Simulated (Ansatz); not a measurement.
**CH₃FMoOS: basis-set convergence**

How large a basis does CH₃FMoOS need? Two functionals are run in growing sets.

Method: one geometry, several basis sets; program: Ansatz 0.2.0, Gaussian basis.

Levels to be run: PBE0-D4/def2-SVP; ωB97M-V/def2-SVP; PBE0-D4/def2-QZVPP; ωB97M-V/def2-QZVPP; the functionals' def2-TZVPP values are taken from earlier runs.

### 1 Structure used throughout

An earlier PBE0-D4 in a triple-zeta def2 set relaxation fixed the geometry. Mo takes the def2 core potential; no spin-orbit term is included.

SMILES `[CH3][Mo](=[O])([F])=[S]`, 8 atoms, charge 0, spin multiplicity 1.

Atoms are counted from 1 here; the program's logs count them from 0.

Bond lengths: C1–Mo2 2.085 Å, C1–H6 1.090 Å, C1–H7 1.096 Å, C1–H8 1.093 Å, Mo2–O3 1.664 Å, Mo2–F4 1.842 Å, Mo2–S5 2.101 Å. Angles: Mo2–C1–H6 111.8°, Mo2–C1–H7 106.6°, Mo2–C1–H8 109.0°, H6–C1–H7 109.4°, H6–C1–H8 109.6°, H7–C1–H8 110.5°, C1–Mo2–O3 104.2°, C1–Mo2–F4 110.1°, C1–Mo2–S5 104.2°, O3–Mo2–F4 114.7°, O3–Mo2–S5 109.0°, F4–Mo2–S5 113.8°.

### 2 PBE0-D4 in def2-SVP

Contents of in.yaml:

```yaml
crystal:
  periodic: [false, false, false]
  atoms:
    - {symbol: C, position_ang: [-0.392288, 0.900800, 0.473992]}
    - {symbol: Mo, position_ang: [0.303322, -0.864651, -0.390491]}
    - {symbol: O, position_ang: [-0.950293, -1.362086, -1.364430]}
    - {symbol: F, position_ang: [0.781765, -2.066636, 0.920976]}
    - {symbol: S, position_ang: [1.906562, -0.247848, -1.599791]}
    - {symbol: H, position_ang: [-0.705727, 1.624017, -0.279580]}
    - {symbol: H, position_ang: [-1.252596, 0.626758, 1.094834]}
    - {symbol: H, position_ang: [0.401356, 1.332445, 1.088691]}
basis:
  gaussian: {orbitals: def2-SVP}
hamiltonian: {xc: pbe0, dispersion: d4}
output: {orbitals: {seedname: orbitals}}
```

Launch:

```bash
> ansatz run in.yaml --threads 4 --pin off --events-out ev --progress --plain --max-ram 10444MiB
```

The runs that follow: ωB97M-V in def2-SVP; PBE0-D4 in def2-QZVPP; ωB97M-V in def2-QZVPP.

**Question.** What will the summary of the whole plan be? Wanted: PBE0-D4: double and triple zeta above quadruple; ωB97M-V: double and triple zeta above quadruple.

As calculated:

| quantity | value |
| --- | --- |
| PBE0-D4: double and triple zeta above quadruple | 12.30, 0.75 eV |
| ωB97M-V: double and triple zeta above quadruple | 12.46, 0.72 eV |

**Reading.** PBE0-D4 gains 11.55 eV from double to triple zeta, then 0.75 eV more. Total energies overstate the basis error of differences, where much of it tends to cancel.
